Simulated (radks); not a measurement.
# Tc²⁺ in [Kr] 4d4 4f1: an all-electron calculation

What are the levels of the technetium ion Tc2+, how large are its shells, and how does its energy divide?

The numbers are computed with radks (a radial shooting solver on a logarithmic mesh, Libxc functionals) version 1 (Dirac Kohn-Sham, PBE, spin-unpolarised, spherical densities, finite nucleus; open shells fill j = l - 1/2 first), except any that are marked as measured or tabulated.

## Step 1: The system

| Quantity | Value |
| --- | --- |
| element | technetium (Z = 43) |
| charge | +2 |
| electrons | 41 |
| configuration | [Kr] 4d4 4f1 |
| nuclear rms radius | 4.4112 fm |

## Step 2: Self-consistent calculation

Settings of this run:

```text
Z 43
configuration [Kr] 4d4 4f1
relativity Dirac
functional pbe,pbe
spin unpolarised
j_filling energy
nucleus finite rms 4.4112 fm
c 137.035999084
```

On the command line:

```sh
python run_ks.py task.json out
```

All runs below come from this command, one after another.

**Question.** What will this run give?

**Answer**, as computed:

```
                        quantity                   value
                    total energy     -4284.63810 hartree
exchange-correlation share of it                  2.98 %
                            −T/E                  1.0388
          highest occupied level        4f5/2, -6.347 eV
    most extended occupied level  4f5/2, <r> = 5.28 bohr
 radius at density 0.001 e/bohr³               4.11 bohr
    maxima of the radial density                       5
```

What this shows: 4 principal shells are occupied and 5 maxima appear in the radial density. −T/E is 1.039: with relativity the kinetic term as defined here no longer equals −E. This is not the tabulated ground configuration, so its levels and sizes aren't those of the ground state, and no measured value stands beside it.
